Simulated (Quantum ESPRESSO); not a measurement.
# SnO (P4/nmm) in Quantum ESPRESSO: a series of runs, part 2 of 2

Quantum ESPRESSO 7.5. Earlier steps stand in the parts before.

## (3) Phonons, PBEsol

pw.in

```
&CONTROL
  calculation = 'scf'
  prefix = 'pwscf'
  outdir = './tmp'
  pseudo_dir = './pseudo'
  tprnfor = .true.
  tstress = .true.
  disk_io = 'low'
/
&SYSTEM
  ibrav = 0
  celldm(1) = 8
  nat = 4
  ntyp = 2
  ecutwfc = 84
  nbnd = 28
  occupations = 'smearing'
  smearing = 'fd'
  degauss = 0.00367493
/
&ELECTRONS
  conv_thr = 8d-10
  electron_maxstep = 120
  mixing_beta = 0.5
/
ATOMIC_SPECIES
O     15.9990 O.upf
Sn   118.7100 Sn.upf
CELL_PARAMETERS alat
  0.8972892071254   0.0000000000000   0.0000000000000
  0.0000000000000   0.8972892071254   0.0000000000000
  0.0000000000000   0.0000000000000   1.1434732780111
ATOMIC_POSITIONS crystal
O      0.0000000000    0.0000000000    0.0000000000
O      0.5000000000    0.5000000000    0.0000000000
Sn     0.5000000000    0.0000000000    0.2369000000
Sn     0.0000000000    0.5000000000    0.7631000000
K_POINTS automatic
8 8 6 0 0 0
```

relax.in

```
&CONTROL
  calculation = 'vc-relax'
  prefix = 'pwscf'
  outdir = './tmp'
  pseudo_dir = './pseudo'
  tprnfor = .true.
  tstress = .true.
  disk_io = 'low'
  nstep = 40
  forc_conv_thr = 0.0001
  etot_conv_thr = 1d-06
/
&SYSTEM
  ibrav = 0
  celldm(1) = 8
  nat = 4
  ntyp = 2
  ecutwfc = 84
  nbnd = 28
  occupations = 'smearing'
  smearing = 'fd'
  degauss = 0.00367493
/
&ELECTRONS
  conv_thr = 8d-10
  electron_maxstep = 120
  mixing_beta = 0.5
/
&IONS
  ion_dynamics = 'bfgs'
/
&CELL
  cell_dynamics = 'bfgs'
  press = 0
  press_conv_thr = 0.2
/
ATOMIC_SPECIES
O     15.9990 O.upf
Sn   118.7100 Sn.upf
CELL_PARAMETERS alat
  0.8972892071254   0.0000000000000   0.0000000000000
  0.0000000000000   0.8972892071254   0.0000000000000
  0.0000000000000   0.0000000000000   1.1434732780111
ATOMIC_POSITIONS crystal
O      0.0000000000    0.0000000000    0.0000000000
O      0.5000000000    0.5000000000    0.0000000000
Sn     0.5000000000    0.0000000000    0.2369000000
Sn     0.0000000000    0.5000000000    0.7631000000
K_POINTS automatic
8 8 6 0 0 0
```

scf2.in

```
&CONTROL
  calculation = 'scf'
  prefix = 'pwscf'
  outdir = './tmp'
  pseudo_dir = './pseudo'
  tprnfor = .true.
  tstress = .true.
  disk_io = 'low'
/
&SYSTEM
  ibrav = 0
  celldm(1) = 8
  nat = 4
  ntyp = 2
  ecutwfc = 84
  nbnd = 28
  occupations = 'smearing'
  smearing = 'fd'
  degauss = 0.00367493
/
&ELECTRONS
  conv_thr = 1d-13
  electron_maxstep = 120
  mixing_beta = 0.5
  startingpot = 'file'
  startingwfc = 'file'
/
ATOMIC_SPECIES
O     15.9990 O.upf
Sn   118.7100 Sn.upf
CELL_PARAMETERS alat
  0.9004749805823   0.0000000000000   0.0000000000000
  0.0000000000000   0.9004749805823   0.0000000000000
  0.0000000000000   0.0000000000000   1.1187289574787
ATOMIC_POSITIONS crystal
O      0.0000000000    0.0000000000    0.0000000000
O      0.5000000000    0.5000000000    0.0000000000
Sn     0.5000000000    0.0000000000    0.2438138980
Sn     0.0000000000    0.5000000000    0.7561861020
K_POINTS automatic
8 8 6 0 0 0
```

ph.in

```
phonons of SnO
&INPUTPH
  prefix = 'pwscf'
  outdir = './tmp'
  tr2_ph = 1d-18
  fildyn = 'dyn'
  niter_ph = 90
  alpha_mix(1) = 0.4
/
0.0000000000 0.0000000000 0.0000000000
```

dynmat.in

```
&INPUT
  fildyn = 'dyn'
  asr = 'crystal'
  filout = 'dynmat.disp'
  fileig = 'dynmat.eig'
/
```

Potentials or basis: PseudoDojo 0.4.1 SR PBEsol standard.

Command:

```sh
$ OMP_NUM_THREADS=1 mpirun -n 4 pw.x -nk 4 -in pw.in > pw.out
$ OMP_NUM_THREADS=1 mpirun -n 4 pw.x -nk 4 -in relax.in > relax.out
$ OMP_NUM_THREADS=1 mpirun -n 4 pw.x -nk 4 -in scf2.in > scf2.out
$ OMP_NUM_THREADS=1 mpirun -n 4 ph.x -nk 4 -in ph.in > ph.out
$ OMP_NUM_THREADS=1 mpirun -n 1 dynmat.x -in dynmat.in > dynmat.out
```

pw.out:

```text
This program is part of the open-source Quantum ESPRESSO suite
     for quantum simulation of materials; please cite
[... 6 lines left out ...]
     using ibrav=0 with symmetry is DISCOURAGED, use correct ibrav instead

     K-points division:     npool     =       4
     Subspace diagonalization in iterative solution of the eigenvalue problem:
     a serial algorithm will be used

     G-vector sticks info
     --------------------
     sticks:   dense  smooth     PW     G-vecs:    dense   smooth      PW
     Sum        1369    1369    401                48909    48909    7661

     Using Slab Decomposition

     bravais-lattice index     =            0
     lattice parameter (alat)  =       8.0000  a.u.
     unit-cell volume          =     471.3688 (a.u.)^3
     number of atoms/cell      =            4
     number of atomic types    =            2
     number of electrons       =        40.00
     number of Kohn-Sham states=           28
     kinetic-energy cutoff     =      84.0000  Ry
     charge density cutoff     =     336.0000  Ry
     scf convergence threshold =      8.0E-10
     mixing beta               =       0.5000
     number of iterations used =            8  plain     mixing
     Exchange-correlation= PBESOL
                           (   1   4  10   8   0   0   0)
[... 119 lines left out ...]
     Starting wfcs are   26 randomized atomic wfcs +    2 random wfcs

     Self-consistent Calculation

     iteration #  1     ecut=    84.00 Ry     beta= 0.50
     Davidson diagonalization with overlap
     ethr =  1.00E-02,  avg # of iterations =  5.5

     total energy              =    -380.13295818 Ry
     estimated scf accuracy    <       0.98160599 Ry
[... 57 lines left out ...]
     iteration # 10     ecut=    84.00 Ry     beta= 0.50
     Davidson diagonalization with overlap
     ethr =  2.79E-11,  avg # of iterations =  2.2

     End of self-consistent calculation

          k = 0.0000 0.0000 0.0000 (  6127 PWs)   bands (ev):

   -11.8438 -11.4044 -11.4044 -11.3882 -11.3516 -11.3426 -11.2969 -11.2844
   -11.2705 -11.2705 -10.0997  -7.3207   2.3570   3.4213   3.7542   3.7542
     6.5966   6.9037   6.9037  10.1183  12.1739  14.3843  14.8047  14.8047
    15.7885  15.7885  16.8440  17.2690
[... 402 lines left out ...]
   -11.7871 -11.7871 -11.3579 -11.3579 -11.3213 -11.3213 -11.2898 -11.2898
   -11.2695 -11.2695  -8.2506  -8.2506   0.9691   0.9691   4.5481   4.5481
     7.5796   7.5796   7.6175   7.6175  11.5774  11.5774  15.1192  15.1192
    15.4473  15.4473  19.3259  19.3259

          k =-0.5572-0.5572-0.4373 (  6056 PWs)   bands (ev):

   -11.7801 -11.7801 -11.3540 -11.3540 -11.3213 -11.3213 -11.3024 -11.3024
   -11.2725 -11.2725  -8.2392  -8.2392   0.9973   0.9973   4.4446   4.4446
     7.4350   7.4350   7.5795   7.5795  12.4398  12.4398  14.1069  14.1069
    15.6862  15.6862  20.1467  20.1467

     the Fermi energy is    10.1920 ev

!    total energy              =    -380.51758575 Ry
     estimated scf accuracy    <          1.2E-10 Ry
     smearing contrib. (-TS)   =      -0.00009971 Ry
     internal energy E=F+TS    =    -380.51748605 Ry

     The total energy is F=E-TS. E is the sum of the following terms:
     one-electron contribution =    -136.87957172 Ry
     hartree contribution      =      96.31637006 Ry
     xc contribution           =    -103.85417589 Ry
     ewald contribution        =    -236.10010850 Ry

     convergence has been achieved in  10 iterations

     Forces acting on atoms (cartesian axes, Ry/au):

     atom    1 type  1   force =     0.00000000    0.00000000    0.00000000
     atom    2 type  1   force =     0.00000000    0.00000000    0.00000000
     atom    3 type  2   force =     0.00000000    0.00000000    0.01190351
     atom    4 type  2   force =     0.00000000    0.00000000   -0.01190351

     Total force =     0.016834     Total SCF correction =     0.000055

     Computing stress (Cartesian axis) and pressure

          total   stress  (Ry/bohr**3)                   (kbar)     P=       10.76
   0.00008747   0.00000000   0.00000000           12.87        0.00        0.00
   0.00000000   0.00008747   0.00000000            0.00       12.87        0.00
   0.00000000   0.00000000   0.00004444            0.00        0.00        6.54

=------------------------------------------------------------------------------=
   JOB DONE.
=------------------------------------------------------------------------------=
```

relax.out:

```text
This program is part of the open-source Quantum ESPRESSO suite
     for quantum simulation of materials; please cite
[... 6 lines left out ...]
     using ibrav=0 with symmetry is DISCOURAGED, use correct ibrav instead

     K-points division:     npool     =       4
[... 1221 lines left out ...]
   0.00000084   0.00000000   0.00000000            0.12        0.00        0.00
   0.00000000   0.00000084   0.00000000            0.00        0.12        0.00
   0.00000000   0.00000000  -0.00000109            0.00        0.00       -0.16

=------------------------------------------------------------------------------=
   JOB DONE.
=------------------------------------------------------------------------------=
```

Wall time 39 min (4 MPI ranks of Arm Neoverse V1, shared host); peak memory 0.52 GiB.

What came out:

```yaml
Free_energy: -5177.2146 eV
Relaxed_volume: 17.21 Å³/atom
Relaxed_cell: a = 3.812 Å, b = 3.812 Å, c = 4.736 Å, α = 90.00°, β = 90.00°, γ = 90.00°
Space_group_after_relaxing_to_0.05_Å: P4/nmm (No. 129)
Pressure_after_relaxing: 0.0 GPa
Band_gap_on_the_k_mesh: none (metal or under the smearing width)
Highest_phonon_frequency_at_Γ: 456 cm⁻¹
```

The path:
```tsv
step	energy change (eV)	largest force (eV/Å)	pressure (GPa)	volume (Å³)
1	0.0000	0.3061	1.08	69.85
2	-0.0042	0.1148	0.11	70.23
3	-0.0050	0.0375	-0.26	70.31
4	-0.0057	0.0028	-0.42	70.24
5	-0.0063	0.0215	-0.47	70.12
6	-0.0071	0.0346	-0.47	69.92
7	-0.0081	0.0415	-0.41	69.60
8	-0.0090	0.0371	-0.23	69.11
9	-0.0092	0.0197	-0.06	68.81
10	-0.0092	0.0101	-0.02	68.81
11	-0.0092	0.0006	0.01	68.82
```

Final structure:
```
O Sn
1.0
     3.81209    0.00000    0.00000
     0.00000    3.81209    0.00000
     0.00000    0.00000    4.73605
O Sn
2 2
Direct
  0.00000 0.00000 0.00000
  0.50000 0.50000 0.00000
  0.50000 0.00000 0.24381
  0.00000 0.50000 0.75619
```

Phonon frequencies in cm⁻¹ (negative: imaginary):
| q point | frequencies |
| --- | --- |
| (0.000, 0.000, 0.000) | -20 -20 -16 114 114 208 267 267 343 360 456 456 |

Optical modes at Γ, degenerate ones joined:
```tsv
cm⁻¹	components	symmetry	active in
114	2	Eg	Raman
208	1	A1g	Raman
270	2	Eu	IR
343	1	B1g	Raman
361	1	A2u	IR
456	2	Eg	Raman
```

Caveat: the mesh is thin for the phonons of a metal; the layers were relaxed without a dispersion term, so their spacing and the soft interlayer modes are unreliable.
